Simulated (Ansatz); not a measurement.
# Mo3PbAu: one candidate structure

Where does Mo3PbAu go from the start given, cubic perovskite type (Pm-3m, No. 221)?

Computed with Ansatz 0.2.0 (DFT PBE, scalar-relativistic, plane waves, PAW, unless a step's input says otherwise).

1 further run of the same task is left out (it didn't finish).

### 1 Starting point

The structure is cubic, space group Pm-3m (No. 221). The conventional cell has a = 4.458 Å, b = 4.458 Å, c = 4.458 Å, α = 90.00°, β = 90.00°, γ = 90.00°. Mo (site symmetry 4/mmm) is surrounded by 2 Au at 2.23 Å. Pb (site symmetry m-3m) is surrounded by 12 Mo at 3.15 Å. Au (site symmetry m-3m) has 6 Mo at 2.23 Å in its first shell of neighbours.

Coordinates:

```
CELL_PARAMETERS angstrom
4.45766 0.00000 0.00000
0.00000 4.45766 0.00000
0.00000 0.00000 4.45766
ATOMIC_POSITIONS crystal
Mo 0.00000 0.50000 0.50000
Mo 0.50000 0.00000 0.50000
Mo 0.50000 0.50000 0.00000
Pb 0.00000 0.00000 0.00000
Au 0.50000 0.50000 0.50000
```

(A quick probe on a coarse mesh, which set the mesh and smearing, is not shown.)

### 3 Rough relaxation on the coarse mesh

File input.yaml:

```yaml
crystal:
  lattice:
    - [4.4576601707, 0.0, 0.0]
    - [0.0, 4.4576601707, 0.0]
    - [0.0, 0.0, 4.4576601707]
  atoms:
    - { symbol: Mo, position: [0.0, 0.5, 0.5] }
    - { symbol: Mo, position: [0.5, 0.0, 0.5] }
    - { symbol: Mo, position: [0.5, 0.5, 0.0] }
    - { symbol: Pb, position: [0.0, 0.0, 0.0] }
    - { symbol: Au, position: [0.5, 0.5, 0.5] }
basis:
  ecutwfc: 420
kpoints:
  mp_grid: { grid: [4, 4, 4] }
hamiltonian:
  xc: pbe
scf:
  occupations: { method: gaussian, width: 0.1 }
  lower_state_search: "off"
output:
  forces: true
  stress: true
  eigenvalues: true
relax:
  adjacent_minimum: "off"
  f_tol: 0.04
  max_steps: 70
  cell: { stress_tol: 0.4 }
```

Launch:

```sh
ansatz run input.yaml --threads 1 --pin off --max-ram 2560MiB --backend cpu --events-out ev --progress --plain --runs-dir out
```

The session goes on with these runs: relaxing cell and atoms.

Before running it: what results should come out?

**Answer**, as computed:

Formation energies count from the elements, computed with the same settings in runs not shown here.

```
                          quantity                                                                      value
                              cell  a = 4.897 Å, b = 4.897 Å, c = 4.897 Å, α = 90.00°, β = 90.00°, γ = 90.00°
                       space group                                                            Pm-3m (No. 221)
                            volume                                                              23.49 Å³/atom
                   gap on the mesh                                                               none (metal)
formation energy from the elements                                                             +2.040 eV/atom
```

The space group stayed Pm-3m, and from the first guess the volume went from 17.72 to 23.49 Å³/atom. The formation energy of +2.04 eV/atom is positive, so the elements lie lower than this structure; another structure of the compound can lie lower. Spin-orbit coupling is left out for Au, Pb.
